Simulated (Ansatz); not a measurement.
# CH₇InSi: up Jacob's ladder to CCSD(T)

One table from this session's results is given with a row withheld; the runs are named, their logs left out.

Program: Ansatz 0.2.0, Gaussian basis. Level of theory: functionals in def2-TZVPP, the program's frozen cores in correlated methods. These are calculated values, not measurements.

Plan: LDA (SPW92), PBE-D4, revPBE-D4, BLYP-D4, r2SCAN-D4, B97M-V, PBE0-D4, B3LYP-D4, r2SCANh-D4, r2SCAN0-D4, HSE06-D4, BHLYP-D4, CAM-B3LYP-D4, LC-ωPBE, ωB97X-V, ωB97M-V, B2PLYP, PBE-QIDH; CCSD(T)/def2-SVP; CCSD(T)/def2-TZVPP; MP2/def2-QZVPP; extrapolation to the limit; RPA on PBE.

**The geometry**

The geometry comes from an earlier relaxation with PBE0-D4 in a triple-zeta def2 set; it is a stationary point, not always the lowest conformer. In takes the def2 core potential; no spin-orbit term is included.

SMILES `C[SiH2][InH2]`, 10 atoms, charge 0, spin multiplicity 1.

Atoms are counted from 1 here; the program's logs count them from 0.

Bond lengths: C1–Si2 1.885 Å, C1–H4 1.092 Å, C1–H5 1.092 Å, C1–H6 1.092 Å, Si2–In3 2.580 Å, Si2–H7 1.492 Å, Si2–H8 1.492 Å, In3–H9 1.733 Å, In3–H10 1.733 Å. Angles: Si2–C1–H4 110.3°, Si2–C1–H5 111.1°, Si2–C1–H6 111.1°, H4–C1–H5 108.1°, H4–C1–H6 108.1°, H5–C1–H6 108.2°, C1–Si2–In3 111.9°, C1–Si2–H7 109.0°, C1–Si2–H8 109.0°, In3–Si2–H7 110.1°, In3–Si2–H8 110.1°, H7–Si2–H8 106.5°, Si2–In3–H9 121.8°, Si2–In3–H10 121.8°, H9–In3–H10 116.4°.

The first run:

The input, in.yaml:

```yaml
crystal:
  periodic: [false, false, false]
  atoms:
    - {symbol: C, position_ang: [-1.165419, 0.747686, -0.880413]}
    - {symbol: Si, position_ang: [-0.176490, -0.761169, -0.332522]}
    - {symbol: In, position_ang: [1.614747, -0.151097, 1.421254]}
    - {symbol: H, position_ang: [-1.914894, 0.460811, -1.621644]}
    - {symbol: H, position_ang: [-0.515273, 1.501094, -1.330291]}
    - {symbol: H, position_ang: [-1.683233, 1.205805, -0.035018]}
    - {symbol: H, position_ang: [0.465194, -1.382374, -1.528053]}
    - {symbol: H, position_ang: [-1.113410, -1.781011, 0.223440]}
    - {symbol: H, position_ang: [1.271037, -0.163064, 3.120171]}
    - {symbol: H, position_ang: [3.217731, 0.323309, 0.963066]}
basis:
  gaussian: {orbitals: def2-TZVPP}
hamiltonian: {xc: lda}
output: {orbitals: {seedname: orbitals}}
```

Started as:

```bash
$ ansatz run in.yaml --threads 2 --pin off --events-out ev --progress --plain --max-ram 4352MiB
```

Among the steps run: LDA; PBE-D4 (GGA); revPBE-D4 (GGA); BLYP-D4 (GGA); r2SCAN-D4 (meta-GGA); B97M-V (meta-GGA); PBE0-D4 (hybrid); B3LYP-D4 (hybrid); r2SCANh-D4 (hybrid); r2SCAN0-D4 (hybrid); HSE06-D4 (hybrid); BHLYP-D4 (hybrid); CAM-B3LYP-D4 (range-separated); LC-ωPBE (range-separated); ωB97X-V (range-separated); ωB97M-V (range-separated); B2PLYP (double hybrid); PBE-QIDH (double hybrid).

One of the session's tables, all rows but one given; the rest of the session is left out.

It belongs to the step «Orbital energies across the functionals». 

| functional | HOMO (eV) | LUMO (eV) | gap (eV) |
| --- | --- | --- | --- |
| LDA (SPW92) | ? | ? | ? |
| PBE-D4 | -6.05 | -2.79 | 3.26 |
| revPBE-D4 | -6.01 | -2.68 | 3.33 |
| BLYP-D4 | -5.92 | -2.75 | 3.17 |
| r2SCAN-D4 | -6.28 | -2.56 | 3.72 |
| B97M-V | -6.35 | -2.83 | 3.53 |
| PBE0-D4 | -7.06 | -2.07 | 5.00 |
| B3LYP-D4 | -6.88 | -2.33 | 4.55 |
| r2SCANh-D4 | -6.65 | -2.30 | 4.34 |
| r2SCAN0-D4 | -7.21 | -1.93 | 5.28 |
| HSE06-D4 | -6.67 | -2.43 | 4.25 |
| BHLYP-D4 | -7.97 | -1.41 | 6.57 |
| CAM-B3LYP-D4 | -8.29 | -1.24 | 7.04 |
| LC-ωPBE | -9.55 | -0.13 | 9.42 |
| ωB97X-V | -9.24 | -0.28 | 8.96 |
| ωB97M-V | -9.06 | -0.56 | 8.50 |

**Question.** Estimate the row for LDA (SPW92).

As computed: HOMO (eV): -6.16; LUMO (eV): -3.04; gap (eV): 3.12. In the column «HOMO (eV)» it lies between r2SCAN-D4 (-6.28) and PBE-D4 (-6.05).
